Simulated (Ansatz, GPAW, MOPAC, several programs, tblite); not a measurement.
**RuBrF (a single layer): cheap methods against density-functional theory**

How much accuracy does each second buy? RuBrF as a single layer in vacuum is computed with 9 methods, from the cheapest up to r2SCAN.

Computed with MOPAC, tblite, GPAW, Ansatz (versions at each run) (no spin polarisation, static lattice; gaps from single points on the cell relaxed beforehand with r²SCAN, unless a step's input says otherwise).

## (1) The structure to begin with

Symmetry: P3m1, No. 156, trigonal system. Conventional cell: a = 3.546 Å, b = 3.546 Å, c = 29.309 Å, α = 90.00°, β = 90.00°, γ = 120.00°. Ru (site symmetry 3m) is surrounded by 3 F at 2.27 Å and 3 Br at 2.40 Å. Around F (site symmetry 3m) lie 3 Ru at 2.27 Å. Br (site symmetry 3m) is surrounded by 3 Ru at 2.40 Å.

As a file:

```xyz
3
Lattice="3.5455 0.0000 0.0000 -1.7728 3.0705 0.0000 0.0000 0.0000 29.3088" Properties=species:S:1:pos:R:3 pbc="T T T"
Ru    0.0000    0.0000    9.0882
F     0.0000    2.0470   10.0721
Br    1.7728    1.0235    7.8397
```

The cell holds a single layer (1T monolayer (Janus)) with vacuum along c; the form is built, and need not be the compound's stable one.

**Question.** The methods are PM6, PM7, GFN1-xTB (tblite), GFN2-xTB (tblite), PBE/single-zeta, coarse PBE, GLLB-SC, PBE, r2SCAN. What gap does r2SCAN give on this cell, and which other methods (full PBE left aside) come nearest to r2SCAN and farthest in gap?

| quantity | value |
| --- | --- |
| r2SCAN | gap 1.49 eV |
| gap: nearest and farthest of the other methods | coarse PBE (-0.37 eV), PM7 (+2.03 eV) |

What this shows: For the gap, of the 6 methods compared (full PBE left aside), coarse PBE comes nearest to r2SCAN and PM7 is farthest. A minimal basis or a coarse cutoff and mesh shifts results by its own error, so closeness to r2SCAN can be chance. Cluster runs see only the k-points that fold onto the zone centre, so their gaps can miss the band edges. GLLB-SC is compared with its derivative discontinuity added. PM6 ended in an unphysical state and is left out of the comparison. CPU times run from 0.95 s (GFN1-xTB (tblite)) to 2.1 min (GLLB-SC). On this cell GLLB-SC cost more than r2SCAN itself (40 s), so it is no saving here. r2SCAN is a yardstick, not the truth: it usually gives gaps below the measured ones.
